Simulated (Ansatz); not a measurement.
# GaB2As3: the cost of one run

Method: DFT PBE, scalar-relativistic, plane waves, PAW, in Ansatz 0.2.0.

**1. The structure to begin with**

The structure is tetragonal, space group P-4m2 (No. 115). The conventional cell has a = 3.614 Å, b = 3.614 Å, c = 7.976 Å, α = 90.00°, β = 90.00°, γ = 90.00°. Around Ga (site symmetry -4m2) lie 4 As at 2.56 Å and 4 B at 2.77 Å. B (site symmetry 2mm) has 7 As at 2.73 to 2.82 Å and 2 Ga at 2.77 Å as nearest neighbours. As (site symmetry -4m2) has 4 Ga at 2.56 Å as nearest neighbours. As (site symmetry 2mm) has 5 B at 2.73 to 2.82 Å as nearest neighbours.

Coordinates:

```
Ga B As
1.0
     3.61383    0.00000    0.00000
     0.00000    3.61383    0.00000
     0.00000    0.00000    7.97631
Ga B As
1 2 3
Direct
  0.00000 0.00000 0.00000
  0.00000 0.50000 0.73650
  0.50000 0.00000 0.26350
  0.50000 0.50000 0.00000
  0.00000 0.50000 0.38350
  0.50000 0.00000 0.61650
```

A structure generator made this guess: species swapped into a database cell of Zr2CuSb3 (P-4m2, No. 115), with B on the Zr sites, Ga on the Cu sites and As on the Sb sites. The dimensions are guesses.

**2. Probe: one point on a coarse mesh**

input.yaml reads:

```yaml
crystal:
  lattice:
    - [3.61383082, 0.0, 0.0]
    - [0.0, 3.61383082, 0.0]
    - [0.0, 0.0, 7.97630895]
  atoms:
    - { symbol: Ga, position: [0.0, 0.0, 0.0] }
    - { symbol: B, position: [0.0, 0.5, 0.73650002] }
    - { symbol: B, position: [0.5, 0.0, 0.26349998] }
    - { symbol: As, position: [0.5, 0.5, 0.0] }
    - { symbol: As, position: [0.0, 0.5, 0.38350001] }
    - { symbol: As, position: [0.5, 0.0, 0.61649999] }
basis:
  ecutwfc: 420
kpoints:
  mp_grid: { grid: [6, 6, 2] }
hamiltonian:
  xc: pbe
scf:
  occupations: { method: gaussian, width: 0.1 }
  lower_state_search: "off"
output:
  forces: true
  stress: true
  eigenvalues: true
```

Command:

```sh
> ansatz run input.yaml --threads 1 --pin off --max-ram 2560MiB --backend cpu --events-out ev --progress --plain --runs-dir out
```

**Question.** How long does this run take on 1 thread of Arm Neoverse V2, shared host, and how much memory does it need?

About 6 s, with a peak of 0.34 GiB.
